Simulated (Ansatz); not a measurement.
# Two structures of Cd: comparison of enthalpies under pressure from a Python script

One table from this session's results is given with a row withheld; the runs are named, their logs left out.

All numbers are computed with Ansatz 0.2.0 through its Python package. Level of theory: DFT PBEsol, plane waves, PAW.

### The system

Cd Fm-3m: The structure is cubic, space group Fm-3m (No. 225). Conventional cell: a = 4.420 Å, b = 4.420 Å, c = 4.420 Å, α = 90.00°, β = 90.00°, γ = 90.00°. Cd (site symmetry m-3m) has 12 Cd at 3.13 Å as nearest neighbours.

Cd Pm-3m: It takes space group Pm-3m (No. 221, cubic). The conventional cell has a = 2.870 Å, b = 2.870 Å, c = 2.870 Å, α = 90.00°, β = 90.00°, γ = 90.00°. Around Cd (site symmetry m-3m) lie 6 Cd at 2.87 Å.

The script holds or builds the structure itself.

Set-up of the first run:

transition_cd.py reads:

```python
"""Pressure at which two phases of Cd cross."""

import warnings

import ansatz as az
import numpy as np


def fcc(first, a):
    return (
        az.Lattice.fcc(a)
        .space_group(225)
        .atom(first, (0, 0, 0))
        .primitive()
    )


def sc(first, a):
    return (
        az.Lattice.cubic(a)
        .space_group(221)
        .atom(first, (0, 0, 0))
    )


def ground_state(name, crystal, pressure=0.0):
    calc = (
        crystal.calculation()
        .functional(az.Functional.PBESOL)
        .basis(460)
        .kpoints(spacing=0.16)
        .occupations("cold", width=0.1)
    )
    calc = calc.relax(force_tolerance=0.02, cell=True, pressure=pressure)
    return calc.run(threads=1, pin="off")


def volume_per_atom(outcome):
    return abs(np.linalg.det(outcome.lattice.cell_ang)) / len(outcome.lattice.sites)

warnings.simplefilter("ignore", az.DeckWarning)

phases = {}
phases["fcc"] = fcc("Cd", 4.42)
phases["sc"] = sc("Cd", 2.87)

# enthalpy per atom at each pressure
pressures = [0, 5, 10, 20]
enthalpy, volume = {name: [] for name in phases}, {name: [] for name in phases}
for p in pressures:
    for name, crystal in phases.items():
        o = ground_state(name, crystal, pressure=p)
        volume[name].append(volume_per_atom(o))
        enthalpy[name].append(o.report["energy_sigma0_ev"] / len(o.lattice.sites) + p * volume[name][-1] / 160.21766)
gap = np.array(enthalpy["sc"]) - np.array(enthalpy["fcc"])
rows = [(p, va, vb, 1000 * d) for p, va, vb, d in zip(pressures, volume["fcc"], volume["sc"], gap)]
print("   P (GPa)  V fcc (A^3/atom)  V sc (A^3/atom)  H(sc) - H(fcc) (meV/atom)")
for row in rows:
    print(f"{row[0]:10d}  {row[1]:16.3f}  {row[2]:15.3f}  {row[3]:+25.1f}")
crossings = [p0 - g0 * (p1 - p0) / (g1 - g0) for p0, p1, g0, g1 in zip(pressures, pressures[1:], gap, gap[1:]) if g0 * g1 < 0]
print("crossing near", [round(float(p), 1) for p in crossings], "GPa") if crossings else print("no crossing in this range")
```

Command:

```console
$ python transition_cd.py
```

Steps of the session up to this table: Running it.

One table of the session follows, with a row left open; its other results are not shown here.

Enthalpy H = E + pV of the second structure less the first:

| pressure (GPa) | ΔH (meV/atom) |
| --- | --- |
| 0 | 166.1 |
| 5 | 266.2 |
| 10 | ? |
| 20 | 497.2 |

**Question.** Estimate the row for pressure (GPa) = 10.

Worked estimate for «ΔH (meV/atom)». A straight line through the neighbours (5, 266.2) and (20, 497.2) gives 266.2 + (497.2 − 266.2) × (10 − 5) / (20 − 5) = 343.2; a parabola fitted to 3 rows on both sides gives 354.8.

As computed: ΔH (meV/atom): 352.3. In «ΔH (meV/atom)» the line misses by -9.1 and the parabola by +2.5.

Limits of these values: Only these two structures are compared, at zero temperature and with their symmetry kept; either may be hypothetical, and another phase may be lower than both.
